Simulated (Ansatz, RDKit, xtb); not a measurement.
**C3H4BClN2: ranking a sample of isomers**

A sample of isomers of C3H4BClN2 is drawn. Aim: find which of them has the lowest free energy at 298.15 K, then its properties. The sample is small against all isomers, and the most stable one of this formula need not be in it.

The funnel: GFN2-xTB relaxations, single points with a density functional, relaxations at PBE-D3(BJ)/def2-SVP, harmonic vibrations (at GFN2-xTB), and a last energy at a higher level. All values are calculated.

## 1. Candidates

Isomers were taken from a list of plausible structures; this is a sample, not all of them. That gives 9 candidates.

| label | SMILES | spin |
| --- | --- | --- |
| c042 | Bc1nc[nH]c1Cl | singlet |
| c397 | Bn1cnc(Cl)c1 | singlet |
| c627 | Bn1ccnc1Cl | singlet |
| c628 | Bc1nc(Cl)c[nH]1 | singlet |
| c671 | Bn1cncc1Cl | singlet |
| c710 | Bc1[nH]cnc1Cl | singlet |
| c907 | Bc1ncc(Cl)[nH]1 | singlet |
| c923 | Bc1cnc(Cl)[nH]1 | singlet |
| c929 | Bc1c[nH]c(Cl)n1 | singlet |

Candidates are built by distance geometry, with a force field where one applies, in up to four conformers (letters a to d).

## 2. Search with GFN2-xTB

All 9 starts are relaxed the same way. One of them, c627a (taken from a list of positional isomers, embedded by distance geometry and UFF), in full:

The input, start.xyz:

```xyz
11
c627a
C     -0.915414     0.901715    -0.731633
C     -0.548493     0.941687    -2.066674
C      0.222778     2.691444    -1.101599
B     -0.598873     2.303275     1.366732
Cl     1.057057     4.202933    -0.850464
N     -0.478498     2.012035    -0.158809
N      0.159982     2.049965    -2.310797
H     -1.193036     1.625170     2.059927
H     -0.123711     3.306302     1.771735
H     -1.536464     0.098124    -0.274919
H     -0.794155     0.210404    -2.831925
```

Launch:

```console
xtb start.xyz --gfn 2 --opt
```

The log of the run, cut to the lines that bear on the results:

```text
* xtb version 6.7.1
[...]
          :  # basis functions                  38          :
[...]
          :  # electrons                        36          :
[...]
          :  Hamiltonian                  GFN2-xTB          :
[...]
          :  net charge                          0          :
          :  unpaired electrons                  0          :
[...]
   *** convergence criteria satisfied after 17 iterations ***
[...]
   *** GEOMETRY OPTIMIZATION CONVERGED AFTER 8 ITERATIONS ***
[...]
   *** convergence criteria satisfied after 3 iterations ***
[...]
         ::                     SUMMARY                     ::
         :::::::::::::::::::::::::::::::::::::::::::::::::::::
         :: total energy             -20.123388792068 Eh    ::
         :: gradient norm              0.000535532661 Eh/a0 ::
         :: HOMO-LUMO gap              3.087987507025 eV    ::
         ::.................................................::
         :: SCC energy               -20.347376870358 Eh    ::
         :: -> isotropic ES            0.033080102255 Eh    ::
         :: -> anisotropic ES          0.004090034501 Eh    ::
         :: -> anisotropic XC          0.009573784920 Eh    ::
         :: -> dispersion             -0.008795975100 Eh    ::
         :: repulsion energy           0.223988078289 Eh    ::
         :: add. restraining           0.000000000000 Eh    ::
         :: total charge              -0.000000000000 e     ::
         :::::::::::::::::::::::::::::::::::::::::::::::::::::
[...]
        18        2.0000           -0.4037804             -10.9874 (HOMO)
        19                         -0.2902989              -7.8994 (LUMO)
[...]
     #   Z          covCN         q      C6AA      α(0)
     1   6 C        3.043    -0.015    28.332     8.730
     2   6 C        3.141     0.024    27.223     8.538
     3   6 C        3.141     0.222    23.141     7.872
     4   5 B        2.729     0.259    17.548     7.017
     5  17 Cl       0.955    -0.113   102.660    15.501
     6   7 N        2.771    -0.094    23.081     7.135
     7   7 N        1.939    -0.258    27.541     7.782
     8   1 H        0.940    -0.073     4.687     3.385
     9   1 H        0.941    -0.066     4.509     3.320
    10   1 H        0.927     0.056     2.248     2.345
    11   1 H        0.926     0.057     2.231     2.336
[...]
     #   Z sym  total        # sym  WBO       # sym  WBO       # sym  WBO
 ---------------------------------------------------------------------------
     1   6 C    3.945 --     2 C    1.668     6 N    1.135    10 H    0.968
     2   6 C    3.973 --     1 C    1.668     7 N    1.206    11 H    0.969
     3   6 C    3.921 --     7 N    1.587     6 N    1.145     5 Cl   1.017
     4   5 B    3.256 --     6 N    1.179     9 H    0.980     8 H    0.978
     5  17 Cl   1.191 --     3 C    1.017
     6   7 N    3.630 --     4 B    1.179     3 C    1.145     1 C    1.135
     7   7 N    3.030 --     3 C    1.587     2 C    1.206
     8   1 H    0.995 --     4 B    0.978
     9   1 H    0.995 --     4 B    0.980
    10   1 H    0.997 --     1 C    0.968
    11   1 H    0.996 --     2 C    0.969
 ---------------------------------------------------------------------------
[...]
molecular dipole:
                 x           y           z       tot (Debye)
 q only:       -0.477      -0.562       0.572
   full:       -0.545      -0.606       0.738       2.796
molecular quadrupole (traceless):
[...]
          | TOTAL ENERGY              -20.123388792068 Eh   |
          | GRADIENT NORM               0.000535532661 Eh/α |
          | HOMO-LUMO GAP               3.087987507025 eV   |
           -------------------------------------------------
[...]
```

Wall time 0.28 s (2 threads of AMD EPYC (Zen 3), shared host).

## 3. What the search left

9 of the 9 relaxations converged. 9 distinct structures remain:

| label | start | SMILES after | spin | energy (kcal/mol) |
| --- | --- | --- | --- | --- |
| c397a | drawn | Bn1cnc(Cl)c1 | singlet | 0.0 |
| c627a | drawn | Bn1ccnc1Cl | singlet | 0.1 |
| c671a | drawn | Bn1cncc1Cl | singlet | 1.0 |
| c710a | drawn | Bc1[nH]cnc1Cl | singlet | 17.0 |
| c923a | drawn | Bc1cnc(Cl)[nH]1 | singlet | 17.2 |
| c907a | drawn | Bc1ncc(Cl)[nH]1 | singlet | 20.2 |
| c628a | drawn | Bc1nc(Cl)c[nH]1 | singlet | 20.3 |
| c929a | drawn | Bc1c[nH]c(Cl)n1 | singlet | 22.2 |
| c042a | drawn | Bc1nc[nH]c1Cl | singlet | 22.2 |

## 4. Screening with a density functional

A choice of the minima (the low ones first, few conformers of a pattern, up to a cap) and the lowest that fell apart get a single point at r2SCAN-D4/def2-SVP on the tight-binding geometry, and one at HF/STO-3G for comparison. The lowest singlets are also tried as triplets at the same geometry (label ending in t). The first, c397a:

The input, input.yaml:

```yaml
crystal:
  periodic: [false, false, false]
  atoms:
    - {symbol: C, position_ang: [-1.483985, 1.793880, -1.151419]}
    - {symbol: C, position_ang: [0.477302, 1.791316, -1.944784]}
    - {symbol: C, position_ang: [0.626549, 1.890891, -0.596294]}
    - {symbol: B, position_ang: [-1.029810, 1.979685, 1.301256]}
    - {symbol: Cl, position_ang: [1.683017, 1.739766, -3.136241]}
    - {symbol: N, position_ang: [-0.649824, 1.894359, -0.059582]}
    - {symbol: N, position_ang: [-0.852568, 1.732435, -2.276288]}
    - {symbol: H, position_ang: [-0.195568, 2.058361, 2.112668]}
    - {symbol: H, position_ang: [-2.168283, 1.967772, 1.556454]}
    - {symbol: H, position_ang: [-2.551201, 1.771300, -1.057682]}
    - {symbol: H, position_ang: [1.503872, 1.957735, 0.010788]}
basis:
  gaussian:
    orbitals: def2-SVP
hamiltonian:
  xc: r2scan
  dispersion: d4
scf:
  lower_state_search: "off"
output: {orbitals: {seedname: orbitals}}
```

Launch:

```console
ansatz run input.yaml --threads 2 --pin off --max-ram 5220MiB --events-out events.jsonl --progress --plain --runs-dir runs
```

The log of the run, cut to the lines that bear on the results:

```text
Warning: RAYON_NUM_THREADS=2 ignored (pool sized by the plan → 2); use --threads N
Functional definition: r2SCAN
  name "r2SCAN"
[...]
1399 factors; their error is unknown
[...]
mean field -19341.25171889 eV, -710.7778906979 hartree, gradient 6.0e-6 eV, S^2 0.000000; 0 other end points of the search recorded, 0 dependent functions left out
reference -19341.25172793 eV, -710.7778910302 hartree; 29, 29 occupied and 93, 93 virtual orbitals, 1399 factors
Total energy: -19341.32877683 eV, -710.7807225251 hartree
Checks for a lower state left out: stability, starts, cluster_reference, orbital_swaps, neighbouring_geometries, increment
```

Wall time 7.8 s (2 threads of AMD EPYC (Zen 3), shared host); peak memory 0.16 GiB.

Relative energies in kcal/mol, each column from its lowest structure that stays in one piece:

| label | SMILES | spin | GFN2-xTB | HF/STO-3G | r2SCAN-D4/def2-SVP |
| --- | --- | --- | --- | --- | --- |
| c397a | Bn1cnc(Cl)c1 | singlet | 0.0 | 0.0 | 0.0 |
| c627a | Bn1ccnc1Cl | singlet | 0.1 | 2.0 | 0.8 |
| c671a | Bn1cncc1Cl | singlet | 1.0 | 1.8 | 2.0 |
| c710a | Bc1[nH]cnc1Cl | singlet | 17.0 | 21.9 | 8.8 |
| c923a | Bc1cnc(Cl)[nH]1 | singlet | 17.2 | 23.2 | 9.6 |
| c628a | Bc1nc(Cl)c[nH]1 | singlet | 20.3 | 23.9 | 13.2 |
| c907a | Bc1ncc(Cl)[nH]1 | singlet | 20.2 | 25.6 | 14.8 |
| c929a | Bc1c[nH]c(Cl)n1 | singlet | 22.2 | 25.9 | 15.7 |
| c042a | Bc1nc[nH]c1Cl | singlet | 22.2 | 26.8 | 16.9 |
| c397at | Bn1cnc(Cl)c1 | triplet | – | – | 71.8 |
| c627at | Bn1ccnc1Cl | triplet | – | – | 72.7 |
| c671at | Bn1cncc1Cl | triplet | – | – | 72.8 |

## 5. Relaxing the best candidates

6 candidates are relaxed at PBE-D3(BJ)/def2-SVP (chosen among the lowest in one piece). The first, c397a:

The input, input.yaml:

```yaml
crystal:
  periodic: [false, false, false]
  atoms:
    - symbol: C
      position_ang: [-1.483985, 1.793880, -1.151419]
    - symbol: C
      position_ang: [0.477302, 1.791316, -1.944784]
    - symbol: C
      position_ang: [0.626549, 1.890891, -0.596294]
    - symbol: B
      position_ang: [-1.029810, 1.979685, 1.301256]
    - symbol: Cl
      position_ang: [1.683017, 1.739766, -3.136241]
    - symbol: N
      position_ang: [-0.649824, 1.894359, -0.059582]
    - symbol: "N"
      position_ang: [-0.852568, 1.732435, -2.276288]
    - symbol: H
      position_ang: [-0.195568, 2.058361, 2.112668]
    - symbol: H
      position_ang: [-2.168283, 1.967772, 1.556454]
    - symbol: H
      position_ang: [-2.551201, 1.771300, -1.057682]
    - symbol: H
      position_ang: [1.503872, 1.957735, 0.010788]
basis:
  gaussian:
    orbitals: def2-SVP
total_charge: 0
hamiltonian:
  xc: {name: PBE}
  dispersion: d3bj
scf:
  lower_state_search: "off"
relax:
  f_tol: 0.006
```

Launch:

```console
ansatz run input.yaml --threads 2 --pin off --max-ram 5220MiB --events-out events.jsonl --progress --plain --runs-dir runs
```

The log of the run, cut to the lines that bear on the results:

```text
Warning: RAYON_NUM_THREADS=2 ignored (pool sized by the plan → 2); use --threads N
[...]
Functional definition: PBE
  name "PBE"
[...]
1399 factors; their error is unknown
[...]
mean field -19332.39806016 eV, -710.4525247408 hartree, gradient 3.2e-6 eV, S^2 0.000000; 0 other end points of the search recorded, 0 dependent functions left out
[...]
reference -19332.39809533 eV, -710.4525260334 hartree; 29, 29 occupied and 93, 93 virtual orbitals, 1399 factors
relax step   1: F+E_penalty+E_count = -19332.68463417 eV  Δ(F+E_penalty+E_count) = +0.000e0 eV  max|allowed force component| = 1.159e0 eV/Å  Δτ_max = 0.0000 Å  (21 SCF iters, accepted)
[...]
relax step   5: F+E_penalty+E_count = -19332.82405982 eV  Δ(F+E_penalty+E_count) = -3.240e-4 eV  max|allowed force component| = 1.055e-2 eV/Å  Δτ_max = 0.0080 Å  (23 SCF iters, accepted)
[...]
Atom 2 at     0.655053     1.891029    -0.601941 Å, force    -0.000387     0.000619     0.001914 eV/Å
Atom 3 at    -1.038073     1.980249     1.312445 Å, force    -0.000960    -0.000294     0.000210 eV/Å
Atom 4 at     1.707501     1.738496    -3.166388 Å, force    -0.000603     0.000097     0.000514 eV/Å
Atom 5 at    -0.638993     1.894252    -0.060041 Å, force     0.001229    -0.000471    -0.000422 eV/Å
Atom 6 at    -0.861612     1.729762    -2.304338 Å, force    -0.001671     0.000151     0.001757 eV/Å
Atom 7 at    -0.179789     2.063518     2.162424 Å, force     0.000224     0.000066    -0.000126 eV/Å
Atom 8 at    -2.225647     1.964772     1.551482 Å, force     0.000638     0.000203    -0.000151 eV/Å
Atom 9 at    -2.588785     1.773009    -1.028673 Å, force     0.000227    -0.000019     0.000397 eV/Å
Atom 10 at     1.549603     1.959329     0.022481 Å, force     0.000161    -0.000027    -0.000991 eV/Å
Dipole moment:    -0.041536     0.033300     0.487590 e Å
Checks for a lower state left out: stability, starts, cluster_reference, orbital_swaps, neighbouring_geometries, increment
```

Run time: 45 s. Hardware: 2 threads of AMD EPYC (Zen 3), shared host; peak memory 0.17 GiB.

Energy change by step (eV): 0.0000, -0.1229, -0.1386, -0.1391, -0.1394, -0.1394.

After the run. Bond lengths: C2–C3 1.377 Å, C2–Cl5 1.719 Å, C1–N6 1.403 Å, C3–N6 1.403 Å, B4–N6 1.432 Å, C1–N7 1.308 Å, C2–N7 1.385 Å, B4–H8 1.211 Å, B4–H9 1.211 Å, C1–H10 1.098 Å, C3–H11 1.093 Å. Some angles: C2–C3–N6 105.3°, C3–C2–Cl5 127.1°, C3–C2–N7 111.7°, Cl5–C2–N7 121.2°, C1–N6–C3 105.1°, C1–N6–B4 126.0°, C3–N6–B4 128.9°, N6–C1–N7 113.0°, C1–N7–C2 104.8°, C2–C3–H11 132.4°.

## 6. The relaxed candidates

| label | spin | r2SCAN-D4/def2-SVP (kcal/mol) | PBE-D3(BJ)/def2-SVP, relaxed (kcal/mol) | time |
| --- | --- | --- | --- | --- |
| c397a | singlet | 0.0 | 0.0 | 45 s |
| c627a | singlet | 0.8 | 0.9 | 44 s |
| c671a | singlet | 2.0 | 2.0 | 37 s |
| c710a | singlet | 8.8 | 8.4 | 29 s |
| c923a | singlet | 9.6 | 9.4 | 43 s |
| c628a | singlet | 13.2 | 12.6 | 38 s |

c397a: Bond lengths: C2–C3 1.377 Å, C2–Cl5 1.719 Å, C1–N6 1.403 Å, C3–N6 1.403 Å, B4–N6 1.432 Å, C1–N7 1.308 Å, C2–N7 1.385 Å, B4–H8 1.211 Å, B4–H9 1.211 Å, C1–H10 1.098 Å, C3–H11 1.093 Å. Some angles: C2–C3–N6 105.3°, C3–C2–Cl5 127.1°, C3–C2–N7 111.7°, Cl5–C2–N7 121.2°, C1–N6–C3 105.1°, C1–N6–B4 126.0°, C3–N6–B4 128.9°, N6–C1–N7 113.0°, C1–N7–C2 104.8°, C2–C3–H11 132.4°.

c627a: Bond lengths: C1–C2 1.370 Å, C3–Cl5 1.716 Å, C1–N6 1.410 Å, C3–N6 1.411 Å, B4–N6 1.432 Å, C2–N7 1.395 Å, C3–N7 1.301 Å, B4–H8 1.211 Å, B4–H9 1.207 Å, C1–H10 1.094 Å, C2–H11 1.097 Å. Some angles: C1–C2–N7 110.8°, C2–C1–N6 106.6°, Cl5–C3–N6 121.4°, Cl5–C3–N7 125.0°, N6–C3–N7 113.6°, C1–N6–C3 103.9°, C1–N6–B4 126.8°, C3–N6–B4 129.4°, C2–N7–C3 105.1°, C1–C2–H11 128.3°.

c671a: Bond lengths: C2–C3 1.376 Å, C3–Cl5 1.711 Å, C1–N6 1.408 Å, C3–N6 1.409 Å, B4–N6 1.432 Å, C1–N7 1.306 Å, C2–N7 1.391 Å, B4–H8 1.208 Å, B4–H9 1.211 Å, C1–H10 1.098 Å, C2–H11 1.096 Å. Some angles: C2–C3–Cl5 130.7°, C2–C3–N6 107.1°, Cl5–C3–N6 122.2°, C3–C2–N7 110.0°, C1–N6–C3 103.9°, C1–N6–B4 125.8°, C3–N6–B4 130.3°, N6–C1–N7 113.2°, C1–N7–C2 105.9°, C3–C2–H11 127.6°.

c710a: Bond lengths: C1–C3 1.422 Å, C1–B4 1.512 Å, C3–Cl5 1.717 Å, C1–N6 1.403 Å, C2–N6 1.352 Å, C2–N7 1.338 Å, C3–N7 1.351 Å, B4–H8 1.219 Å, B4–H9 1.213 Å, N6–H10 1.022 Å, C2–H11 1.098 Å. Some angles: C1–C3–Cl5 125.6°, C1–C3–N7 113.2°, Cl5–C3–N7 121.2°, C3–C1–B4 133.5°, C3–C1–N6 101.2°, B4–C1–N6 125.3°, C1–N6–C2 109.0°, N6–C2–N7 112.1°, C2–N7–C3 104.4°, C1–B4–H8 119.6°.

## 7. Are they minima? Harmonic frequencies

The lowest few in one piece go on as finalists. In this search the thermal terms come from GFN2-xTB at its own nearest minimum. The first, c397a:

The input, start.xyz:

```xyz
11
c397a
C     -1.499259     1.792942    -1.164338
C      0.479503     1.790143    -1.964236
C      0.655053     1.891029    -0.601941
B     -1.038073     1.980249     1.312445
Cl     1.707501     1.738496    -3.166388
N     -0.638993     1.894252    -0.060041
N     -0.861612     1.729762    -2.304338
H     -0.179789     2.063518     2.162424
H     -2.225647     1.964772     1.551482
H     -2.588785     1.773009    -1.028673
H      1.549603     1.959329     0.022481
```

Launch:

```console
xtb start.xyz --gfn 2 --ohess tight
```

The log of the run, cut to the lines that bear on the results:

```text
* xtb version 6.7.1
[...]
          :  # basis functions                  38          :
[...]
          :  # electrons                        36          :
[...]
          :  Hamiltonian                  GFN2-xTB          :
[...]
          :  net charge                          0          :
          :  unpaired electrons                  0          :
[...]
   *** convergence criteria satisfied after 17 iterations ***
[...]
   *** GEOMETRY OPTIMIZATION CONVERGED AFTER 8 ITERATIONS ***
[...]
   *** convergence criteria satisfied after 3 iterations ***
[...]
         ::                     SUMMARY                     ::
         :::::::::::::::::::::::::::::::::::::::::::::::::::::
         :: total energy             -20.123592283762 Eh    ::
         :: gradient norm              0.000068435920 Eh/a0 ::
         :: HOMO-LUMO gap              2.890226791364 eV    ::
         ::.................................................::
         :: SCC energy               -20.347332852744 Eh    ::
         :: -> isotropic ES            0.031898705669 Eh    ::
         :: -> anisotropic ES          0.003897326137 Eh    ::
         :: -> anisotropic XC          0.009840476911 Eh    ::
         :: -> dispersion             -0.008447794656 Eh    ::
         :: repulsion energy           0.223740568982 Eh    ::
         :: add. restraining           0.000000000000 Eh    ::
         :: total charge               0.000000000000 e     ::
         :::::::::::::::::::::::::::::::::::::::::::::::::::::
[...]
        18        2.0000           -0.4000072             -10.8847 (HOMO)
        19                         -0.2937933              -7.9945 (LUMO)
[...]
molecular dipole:
                 x           y           z       tot (Debye)
 q only:       -0.439       0.071       1.169
   full:       -0.291       0.083       1.290       3.369
molecular quadrupole (traceless):
[...]
          | TOTAL ENERGY              -20.123592283768 Eh   |
          | TOTAL ENTHALPY            -20.045251107712 Eh   |
          | TOTAL FREE ENERGY         -20.083037797059 Eh   |
          | GRADIENT NORM               0.000068859566 Eh/α |
[...]
```

Wall time 0.92 s (2 threads of AMD EPYC (Zen 3), shared host); peak memory 0.11 GiB.

## 8. Zero-point energy and free-energy terms

As xtb prints them, at 298.15 K, with its own treatment of low modes:

| label | SMILES | spin | lowest mode (cm⁻¹) | zero-point (kcal/mol) | G − E (kcal/mol) |
| --- | --- | --- | --- | --- | --- |
| c397a | Bn1cnc(Cl)c1 | singlet | 138 | 44.6 | 25.4 |
| c627a | Bn1ccnc1Cl | singlet | 153 | 44.6 | 25.5 |
| c671a | Bn1cncc1Cl | singlet | 151 | 44.6 | 25.5 |
| c710a | Bc1[nH]cnc1Cl | singlet | 174 | 44.5 | 25.2 |
| c923a | Bc1cnc(Cl)[nH]1 | singlet | 144 | 44.3 | 25.1 |
| c628a | Bc1nc(Cl)c[nH]1 | singlet | 149 | 44.2 | 25.0 |

## 9. Last filter: a higher level

Single points at CCSD(T)/def2-SVP + MP2/def2-TZVPP - MP2/def2-SVP on the refined geometries decide the order.

c397a, CCSD(T)/def2-SVP:

The input, input.yaml:

```yaml
basis:
  gaussian: {orbitals: def2-SVP}
crystal:
  periodic: [false, false, false]
  atoms:
    - {symbol: C, position_ang: [-1.499259, 1.792942, -1.164338]}
    - {symbol: C, position_ang: [0.479503, 1.790143, -1.964236]}
    - {symbol: C, position_ang: [0.655053, 1.891029, -0.601941]}
    - {symbol: B, position_ang: [-1.038073, 1.980249, 1.312445]}
    - {symbol: Cl, position_ang: [1.707501, 1.738496, -3.166388]}
    - {symbol: N, position_ang: [-0.638993, 1.894252, -0.060041]}
    - {symbol: N, position_ang: [-0.861612, 1.729762, -2.304338]}
    - {symbol: H, position_ang: [-0.179789, 2.063518, 2.162424]}
    - {symbol: H, position_ang: [-2.225647, 1.964772, 1.551482]}
    - {symbol: H, position_ang: [-2.588785, 1.773009, -1.028673]}
    - {symbol: H, position_ang: [1.549603, 1.959329, 0.022481]}
correlation: {method: ccsd_t, frozen_orbitals: {Cl: 5, "N": 1, B: 1, C: 1, H: 0}}
```

Launch:

```console
ansatz run input.yaml --threads 2 --pin off --max-ram 5220MiB --events-out events.jsonl --progress --plain --runs-dir runs
```

The log of the run, cut to the lines that bear on the results:

```text
Warning: RAYON_NUM_THREADS=2 ignored (pool sized by the plan → 2); use --threads N
Functional definition: HF
  name "HF"
[...]
1237 factors; integrals over basis functions are off by at most 1.6e-3 eV
[...]
mean field -19284.26295454 eV, -708.6835922366 hartree, gradient 7.8e-6 eV, S^2 0.000000; 0 other end points of the search recorded, 0 dependent functions left out; unrestricted orbitals would lower it
11 core orbitals not correlated: weight in the atoms' cores, before any rotation towards them, 1.000 or more for the frozen orbitals, at most 0.000 for the correlated occupied ones
reference -19284.26295454 eV, -708.6835922366 hartree; 18, 18 occupied and 93, 93 virtual orbitals, 1237 factors
second order -25.24271968 eV of doubles, -0.00000000 eV of singles
cycle   1  -25.46427161 eV  change   -2.2e-1 eV  update   1.3e-1
[...]
cycle  10  -26.36281816 eV  change   -5.9e-7 eV  update   2.2e-5
perturbative correction -1.05425926 eV, -0.0387433133 hartree
Total energy: -19311.68003197 eV, -709.6911512479 hartree
```

Run time: 65 s. Hardware: 2 threads of AMD EPYC (Zen 3), shared host; peak memory 0.75 GiB.

[end of part 1 of 2]
